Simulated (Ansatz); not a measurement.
# BeS3: the cost of one run

Program: Ansatz 0.2.0. Level of theory: DFT PBE, scalar-relativistic, plane waves, PAW. These are calculated values, not measurements.

## 1. The starting structure

The structure is cubic, space group Pm-3m (No. 221). Conventional cell: a = 4.104 Å, b = 4.104 Å, c = 4.104 Å, α = 90.00°, β = 90.00°, γ = 90.00°. Be (site symmetry m-3m) is surrounded by 12 S at 2.90 Å. S (site symmetry 4/mmm) has 4 Be at 2.90 Å and 8 S at 2.90 Å as nearest neighbours.

Coordinates:

```xyz
4
Lattice="4.1038 0.0000 0.0000 0.0000 4.1038 0.0000 0.0000 0.0000 4.1038" Properties=species:S:1:pos:R:3 pbc="T T T"
Be    0.0000    0.0000    0.0000
S     0.0000    2.0519    2.0519
S     2.0519    0.0000    2.0519
S     2.0519    2.0519    0.0000
```

This is candidate A: Cu3Au (L1_2) type (Pm-3m, No. 221).

(A quick probe on a coarse mesh, which set the mesh and smearing, is not shown.)

## 3. A loose first relaxation (candidate A)

input.yaml reads:

```yaml
crystal:
  lattice:
    - [4.1038207023, 0.0, 0.0]
    - [0.0, 4.1038207023, 0.0]
    - [0.0, 0.0, 4.1038207023]
  atoms:
    - { symbol: Be, position: [0.0, 0.0, 0.0] }
    - { symbol: S, position: [0.0, 0.5, 0.5] }
    - { symbol: S, position: [0.5, 0.0, 0.5] }
    - { symbol: S, position: [0.5, 0.5, 0.0] }
basis:
  ecutwfc: 420
kpoints:
  mp_grid: { grid: [4, 4, 4] }
hamiltonian:
  xc: pbe
scf:
  occupations: { method: gaussian, width: 0.1 }
  lower_state_search: "off"
output:
  forces: true
  stress: true
  eigenvalues: true
relax:
  adjacent_minimum: "off"
  f_tol: 0.04
  max_steps: 70
  cell: { stress_tol: 0.4 }
```

Launch:

```console
> ansatz run input.yaml --threads 1 --pin off --max-ram 2560MiB --backend cpu --events-out ev --progress --plain --runs-dir out
```

What time and memory should one allow on 1 thread of Intel Xeon Platinum 8488C (Sapphire Rapids), shared host?

About 4.1 s, with a peak of 0.34 GiB.
